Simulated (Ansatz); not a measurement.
# SiGeCl (doublet): wave-function methods side by side, cc-pVDZ

An exercise on one series of results from a longer session: the logs are not shown, and one member is left open.

The runs use Ansatz 0.2.0, Gaussian basis; cc-pVDZ, core rule «outside noble gas», up to 24 orbitals frozen.

To be run: UHF; CCSD(T) on ROHF; CCSD(T) on UHF; BCCD(T) on ROHF; CISD; CCSDT(Q) on ROHF; CCSDT(Q) on UHF; CASSCF and NEVPT2, 13 electrons in 11 orbitals.

17 further runs of the same task are left out: 4 that didn't finish, 13 set aside as unsound or not needed.

### The geometry

The geometry is a PBE0/def2-TZVP stationary point (not a proven minimum). No spin-orbit coupling is included. The filled d shell of Ge may be among the frozen orbitals whatever the setting's name suggests; the logs give the count.

3 atoms, charge 0, spin multiplicity 2.

Atoms are counted from 1 here; the program's logs count them from 0.

Bond lengths: Cl1–Ge2 2.423 Å, Cl1–Si3 2.265 Å, Ge2–Si3 2.365 Å. Angles: Ge2–Cl1–Si3 60.5°, Cl1–Ge2–Si3 56.5°, Cl1–Si3–Ge2 63.0°.

Set-up of the first run:

Input file in.yaml:

```yaml
crystal:
  periodic: [false, false, false]
  atoms:
    - {symbol: Cl, position_ang: [0.000000, 0.885306, 1.303423]}
    - {symbol: Ge, position_ang: [0.000000, 0.087359, -0.983890]}
    - {symbol: Si, position_ang: [0.000000, -1.343486, 0.899379]}
basis:
  gaussian: {orbitals: cc-pVDZ}
magnetization: {spin_polarized: true, initial_magnetization: 1}
hamiltonian: {xc: hf}
output: {orbitals: {seedname: orbitals}}
```

The run is started by

```sh
$ ansatz run in.yaml --threads 1 --pin off --events-out ev --progress --plain --max-ram 2393MiB
```

Steps of the session up to this table: UHF; CCSD(T) on ROHF; CCSD(T) on UHF; BCCD(T) on ROHF; CISD; CCSDT(Q) on ROHF; CCSDT(Q) on UHF; CASSCF and NEVPT2, 13 electrons in 11 orbitals.

One of the session's tables, all rows but one given; the rest of the session is left out.

It belongs to the step «Misses and costs». 

```
        method  from UCCSDT(Q) (meV)
          ROHF                     ?
           UHF               +8896.2
          RMP2               +1370.3
          UMP2               +1382.9
          CISD               +1424.1
         RCCSD                +406.1
         UCCSD                +403.1
      RCCSD(T)                 +71.8
      UCCSD(T)                 +71.7
       BCCD(T)                 +69.5
        RCCSDT                 +31.6
        UCCSDT                 +30.7
     RCCSDT(Q)                  +3.8
     UCCSDT(Q)                     0
CASSCF valence               +7022.7
NEVPT2 valence               +1298.7
```

**Question.** Estimate the row for ROHF.

**Answer.** from UCCSDT(Q) (meV): +8956.8. In the column «from UCCSDT(Q) (meV)» it is the highest.

With the free atoms at the same levels and basis (separate runs), the atomisation energy is 5.710 eV at UCCSDT(Q), 5.678 eV at RCCSD(T), 5.668 eV at UCCSD(T), 3.879 eV at ROHF.

Limits of these values: Restricted and unrestricted rows rest on different reference determinants; where their highest levels disagree by more than a few hundredths of an eV, they describe different states and don't form one ladder.
